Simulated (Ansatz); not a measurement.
**AlH3Se (SMILES [AlH2][SeH]): a relaxed scan of the dihedral angle H3–Al1–Se2–H5**

How does the energy rise as the dihedral angle H3–Al1–Se2–H5 leaves its equilibrium value, and do density functionals follow CCSD(T)? At each value the rest of the molecule is relaxed at PBE0-D4 with the four atoms held in place.

The runs use Ansatz 0.2.0, Gaussian basis; single points in def2-TZVPP.

Levels: PBE-D4, r2SCAN-D4, PBE0-D4, B3LYP-D4, wB97M-V, Hartree-Fock, MP2, CCSD, CCSD(T). The scan takes -174.8, -154.8, -134.8, -114.8, -94.8, -74.8, -54.8, -34.8, -14.8°.

Cores are frozen in the correlated methods. Filled d shells of the heavier atoms are correlated. B3LYP uses VWN-RPA correlation.

27 further runs of the same task are left out: 27 set aside as unsound or not needed.

### Step 1. The system as given

SMILES `[AlH2][SeH]`, 5 atoms, charge 0, spin multiplicity 1.

Atoms are counted from 1 here; the program's logs count them from 0.

Bond lengths: Al1–Se2 2.419 Å, Al1–H3 1.564 Å, Al1–H4 1.581 Å, Se2–H5 1.545 Å. Angles: Se2–Al1–H3 120.7°, Se2–Al1–H4 117.3°, H3–Al1–H4 121.7°, Al1–Se2–H5 89.0°.

Geometry (Å):

```
atom     x (Å)     y (Å)     z (Å)
 Al1  -0.51010  -0.50430   0.05010
 Se2   0.45800   1.71260   0.02360
  H3  -0.76950  -1.24720   1.40130
  H4  -0.97820  -1.10760  -1.33380
  H5   1.84960   1.07280  -0.18270
```

### Step 2. A first relaxation in a small basis

The input, pre/in.yaml:

```yaml
crystal:
  periodic: [false, false, false]
  atoms:
    - {symbol: Al, position_ang: [-0.510100, -0.504300, 0.050100]}
    - {symbol: Se, position_ang: [0.458000, 1.712600, 0.023600]}
    - {symbol: H, position_ang: [-0.769500, -1.247200, 1.401300]}
    - {symbol: H, position_ang: [-0.978200, -1.107600, -1.333800]}
    - {symbol: H, position_ang: [1.849600, 1.072800, -0.182700]}
basis:
  gaussian: {orbitals: def2-SVP}
hamiltonian: {xc: pbe, dispersion: d4}
relax: {f_tol: 0.03, max_steps: 250}
```

No record of the launch command was kept for these runs.

After this run come: Finding the minimum; The minimum at every level; H3–Al1–Se2–H5 = -174.8°; H3–Al1–Se2–H5 = -154.8°; H3–Al1–Se2–H5 = -134.8°; H3–Al1–Se2–H5 = -114.8°; H3–Al1–Se2–H5 = -94.8°; H3–Al1–Se2–H5 = -74.8°; H3–Al1–Se2–H5 = -54.8°; H3–Al1–Se2–H5 = -34.8°; H3–Al1–Se2–H5 = -14.8°.

Before running it: what results should come out? Wanted: highest point, CCSD(T); lowest point, CCSD(T); RMS deviation from CCSD(T); largest T1 diagnostic.

The runs gave:

| quantity | value |
| --- | --- |
| highest point, CCSD(T) | 333 meV at -94.8° |
| lowest point, CCSD(T) | 0 meV at 179.9° |
| RMS deviation from CCSD(T) | PBE-D4 10, r2SCAN-D4 8, PBE0-D4 1, B3LYP-D4 2, wB97M-V 8, Hartree-Fock 11, MP2 5, CCSD 4 meV |
| largest T1 diagnostic | 0.009 |

Over the points sampled the torsion costs at most 333 meV, a hindered rotation that is fast at room temperature. PBE0-D4 follows the CCSD(T) curve best and Hartree-Fock worst.
